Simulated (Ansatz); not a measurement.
**C₂H₄BClO: how energies converge with the basis set**

An exercise on one series of results from a longer session: the logs are not shown, and one member is left open.

Program: Ansatz 0.2.0, Gaussian basis. Level of theory: one geometry, several basis sets. These are calculated values, not measurements.

The runs, in order: PBE0-D4/def2-SVP; ωB97M-V/def2-SVP; PBE0-D4/def2-QZVPP; ωB97M-V/def2-QZVPP; the functionals' def2-TZVPP values are taken from earlier runs.

### The geometry

An earlier PBE0-D4 in a triple-zeta def2 set relaxation fixed the geometry.

9 atoms, charge 0, spin multiplicity 1.

Atoms are counted from 1 here; the program's logs count them from 0.

Bond lengths: B1–C2 1.554 Å, B1–Cl3 1.946 Å, B1–H6 1.196 Å, B1–H7 1.195 Å, C2–C4 1.442 Å, C2–O5 1.287 Å, C4–O5 1.481 Å, C4–H8 1.084 Å, C4–H9 1.082 Å. Angles: C2–B1–Cl3 80.8°, C2–B1–H6 114.3°, C2–B1–H7 114.4°, Cl3–B1–H6 109.9°, Cl3–B1–H7 110.8°, H6–B1–H7 119.8°, B1–C2–C4 154.9°, B1–C2–O5 139.4°, C4–C2–O5 65.4°, C2–C4–O5 52.2°, C2–C4–H8 119.7°, C2–C4–H9 119.5°, O5–C4–H8 113.8°, O5–C4–H9 113.6°, H8–C4–H9 118.7°, C2–O5–C4 62.4°.

The first run:

The input, in.yaml:

```yaml
crystal:
  periodic: [false, false, false]
  atoms:
    - {symbol: B, position_ang: [0.331860, 0.120635, -1.412801]}
    - {symbol: C, position_ang: [-0.063436, 0.273336, 0.081985]}
    - {symbol: Cl, position_ang: [1.679638, -1.032711, -0.613887]}
    - {symbol: C, position_ang: [-0.627038, -0.164543, 1.335297]}
    - {symbol: O, position_ang: [0.132142, 1.078259, 1.066393]}
    - {symbol: H, position_ang: [-0.433162, -0.533717, -2.059163]}
    - {symbol: H, position_ang: [0.834646, 1.093268, -1.892689]}
    - {symbol: H, position_ang: [-1.679269, -0.000278, 1.536594]}
    - {symbol: H, position_ang: [-0.086882, -0.880550, 1.941272]}
basis:
  gaussian: {orbitals: def2-SVP}
hamiltonian: {xc: pbe0, dispersion: d4}
output: {orbitals: {seedname: orbitals}}
```

The run is started by

```console
> ansatz run in.yaml --threads 2 --pin off --events-out ev --progress --plain --max-ram 4352MiB
```

Steps of the session up to this table: PBE0-D4 in def2-SVP; ωB97M-V in def2-SVP; PBE0-D4 in def2-QZVPP; ωB97M-V in def2-QZVPP.

One of the session's tables, all rows but one given; the rest of the session is left out.

It belongs to the step «Density functionals: the series». 

```
functional       basis  HOMO (eV)  LUMO (eV)
   PBE0-D4    def2-SVP      -7.95      -2.08
   PBE0-D4  def2-TZVPP      -8.10      -2.17
   PBE0-D4  def2-QZVPP      -8.13      -2.21
   ωB97M-V    def2-SVP          ?          ?
   ωB97M-V  def2-TZVPP     -10.35       0.02
   ωB97M-V  def2-QZVPP     -10.39      -0.05
```

Estimate the missing values for ωB97M-V, def2-SVP.

The run gave: HOMO (eV): -10.15; LUMO (eV): 0.20. In the column «HOMO (eV)» it lies between ωB97M-V, def2-TZVPP (-10.35) and PBE0-D4, def2-QZVPP (-8.13).
